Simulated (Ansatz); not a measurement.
**CH₆BInOSi: up Jacob's ladder to CCSD(T)**

One table from this session's results is given with a row withheld; the runs are named, their logs left out.

Computed with Ansatz 0.2.0, Gaussian basis. Level: functionals in def2-TZVPP, the program's frozen cores in correlated methods.

The runs, in order: LDA (SPW92), PBE-D4, revPBE-D4, BLYP-D4, r2SCAN-D4, B97M-V, PBE0-D4, B3LYP-D4, r2SCANh-D4, r2SCAN0-D4, HSE06-D4, BHLYP-D4, CAM-B3LYP-D4, LC-ωPBE, ωB97X-V, ωB97M-V, B2PLYP, PBE-QIDH; CCSD(T)/def2-SVP; CCSD(T)/def2-TZVPP; MP2/def2-QZVPP; extrapolation to the limit; RPA on PBE.

## The relaxed structure

All runs share one geometry, relaxed beforehand with PBE0-D4 in a triple-zeta def2 set. In takes the def2 core potential; no spin-orbit term is included.

11 atoms, charge 0, spin multiplicity 1.

Atoms are counted from 1 here; the program's logs count them from 0.

Bond lengths: B1–C2 1.586 Å, B1–In5 2.274 Å, B1–H6 1.208 Å, B1–H7 1.207 Å, C2–Si3 1.930 Å, C2–O4 1.249 Å, Si3–H8 1.487 Å, Si3–H9 1.485 Å, Si3–H10 1.485 Å, O4–In5 2.399 Å, In5–H11 1.744 Å. Angles: C2–B1–In5 86.4°, C2–B1–H6 113.1°, C2–B1–H7 115.4°, In5–B1–H6 111.5°, In5–B1–H7 114.2°, H6–B1–H7 113.5°, B1–C2–Si3 122.0°, B1–C2–O4 120.6°, Si3–C2–O4 117.4°, C2–Si3–H8 106.8°, C2–Si3–H9 109.7°, C2–Si3–H10 110.5°, H8–Si3–H9 109.1°, H8–Si3–H10 110.1°, H9–Si3–H10 110.6°, C2–O4–In5 89.2°, B1–In5–O4 63.7°, B1–In5–H11 174.4° and more.

Coordinates:

```xyz
11

B    -0.5615    1.1015   -0.4871
C     0.0014   -0.2929    0.0180
Si    1.1972   -0.4260    1.5274
O    -0.3025   -1.3527   -0.5699
In   -1.5436   -0.0683   -2.1718
H    -1.3840    1.5787    0.2586
H     0.2714    1.8933   -0.8550
H     2.5399    0.0000    1.0508
H     0.7501    0.4945    2.6031
H     1.2533   -1.8237    2.0250
H    -2.2218   -1.1045   -3.3991
```

The first run:

Contents of in.yaml:

```yaml
crystal:
  periodic: [false, false, false]
  atoms:
    - {symbol: B, position_ang: [-0.561516, 1.101466, -0.487096]}
    - {symbol: C, position_ang: [0.001416, -0.292870, 0.018004]}
    - {symbol: Si, position_ang: [1.197237, -0.425978, 1.527363]}
    - {symbol: O, position_ang: [-0.302458, -1.352673, -0.569949]}
    - {symbol: In, position_ang: [-1.543634, -0.068298, -2.171768]}
    - {symbol: H, position_ang: [-1.384018, 1.578740, 0.258577]}
    - {symbol: H, position_ang: [0.271445, 1.893297, -0.854990]}
    - {symbol: H, position_ang: [2.539905, 0.000027, 1.050829]}
    - {symbol: H, position_ang: [0.750115, 0.494507, 2.603087]}
    - {symbol: H, position_ang: [1.253279, -1.823703, 2.025000]}
    - {symbol: H, position_ang: [-2.221762, -1.104515, -3.399068]}
basis:
  gaussian: {orbitals: def2-TZVPP}
hamiltonian: {xc: lda}
output: {orbitals: {seedname: orbitals}}
```

On the command line:

```
ansatz run in.yaml --threads 2 --pin off --events-out ev --progress --plain --max-ram 32768MiB --backend cpu
```

Steps of the session up to this table: LDA; PBE-D4 (GGA); revPBE-D4 (GGA); BLYP-D4 (GGA); r2SCAN-D4 (meta-GGA); B97M-V (meta-GGA); B3LYP-D4 (hybrid); r2SCANh-D4 (hybrid); r2SCAN0-D4 (hybrid); HSE06-D4 (hybrid); BHLYP-D4 (hybrid); CAM-B3LYP-D4 (range-separated); LC-ωPBE (range-separated); ωB97X-V (range-separated); ωB97M-V (range-separated); B2PLYP (double hybrid); PBE-QIDH (double hybrid).

One of the session's tables, all rows but one given; the rest of the session is left out.

It belongs to the step «Frontier levels by functional». 

```
  functional  HOMO (eV)  LUMO (eV)  gap (eV)
 LDA (SPW92)      -5.66      -3.07      2.59
      PBE-D4      -5.51      -2.83      2.68
   revPBE-D4      -5.45      -2.74      2.71
     BLYP-D4      -5.44      -2.73      2.70
   r2SCAN-D4      -5.73      -2.64      3.09
      B97M-V      -5.87      -2.75      3.13
     PBE0-D4          ?          ?         ?
    B3LYP-D4      -6.55      -2.19      4.36
  r2SCANh-D4      -6.20      -2.29      3.91
  r2SCAN0-D4      -6.83      -1.81      5.02
    HSE06-D4      -6.32      -2.30      4.02
    BHLYP-D4      -7.57      -1.19      6.38
CAM-B3LYP-D4      -7.93      -1.06      6.87
     LC-ωPBE      -9.11       0.03      9.14
     ωB97X-V      -8.82      -0.10      8.72
     ωB97M-V      -8.71      -0.38      8.34
```

**Question.** Estimate the row for PBE0-D4.

**Answer.** HOMO (eV): -6.71; LUMO (eV): -1.94; gap (eV): 4.77. In the column «HOMO (eV)» it lies between r2SCAN0-D4 (-6.83) and B3LYP-D4 (-6.55).
